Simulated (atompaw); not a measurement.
# Tantalum: generating and testing a PAW (atompaw) potential

Aim: build the potential from the settings below, then test how well it stands in for the atom: scattering, ghost states and the plane-wave cutoff that it needs.

Method: atompaw 4.2.0.5, PBE, non-relativistic.

### Step 1. Starting point

Typed settings, in words:

- element: tantalum (Ta, Z = 73)
- type: PAW
- frozen core: [Xe] 4f14
- valence charge: 5
- reference configuration: 5d4 6s1 6p0
- partial waves: 6s (bound): rc 3.00 bohr; 6s channel at 0.3 Ry: rc 3.00 bohr; 6p (bound, empty): rc 3.00 bohr; 6p channel at 0.6 Ry: rc 3.00 bohr; 5d (bound): rc 3.00 bohr; 5d channel at 1.9 Ry: rc 1.85 bohr
- local potential: troulliermartins scheme with l = 3 at 1 Ry, radius 2.20 bohr
- core correction: smooth core density matched at 1.65 bohr
- augmentation charge: sinc compensation charge, radius 2.80 bohr; PAW radius 3.00 bohr; waves and projectors: custom rrkj gramschmidtortho

### Step 2. Generation

Ta.input

```
Ta 73
GGA-PBE loggrid 2001 logderivrange -2 5 176
6 6 5 4 0 0
6 0 1
6 1 0
5 2 4
0 0 0
c
c
c
c
c
v
c
c
c
c
v
c
c
v
c
2
3.00 2.80 2.20 1.65
y
0.3
n
y
0.6
n
y
1.9
n
custom rrkj gramschmidtortho sinc
3 1 troulliermartins
3.00
3.00
3.00
3.00
3.00
1.85
PWSCFOUT
UPFDX 0.0125d0 UPFXMIN -7.d0 UPFZMESH 73.d0
END
```

Started as:

```bash
$ atompaw < Ta.input > Ta.log
```

What does the calculation give? Wanted: cutoffs for 10 and 1 mRy, occupied levels; bound ghosts; largest phase difference near zero energy, channels read; lowest eigenvalue of the overlap; share of valence orbitals outside the PAW sphere; UPF file.

**Answer**, as computed:

| quantity | value |
| --- | --- |
| cutoffs for 10 and 1 mRy, occupied levels | 10 Ry and 12 Ry |
| bound ghosts | s at -126.48 eV, p at -34.89 eV |
| largest phase difference near zero energy, channels read | 0.004 rad |
| lowest eigenvalue of the overlap (Bessel basis) | 0.226 (s) |
| share of valence orbitals outside the PAW sphere | 6s 69 %, 6p 90 %, 5d 21 % |
| UPF file | written |

**Reading.** A bound ghost (s, p) makes it unfit for use: electrons can fall into a state that the atom doesn't have. Close by lies the frozen 5p level (-35.0 eV). It counts as soft on the atom at that tolerance, with 10 Ry needed at the looser tolerance. The slowest occupied level is 5d: taken alone it needs 12 Ry to come within 1 mRy, against 6 Ry or less for 6s. Near zero energy the phases of the channels with partial waves agree within 0.004 rad. A non-relativistic atom is unphysical at this Z; the numbers test the scheme, not the element.
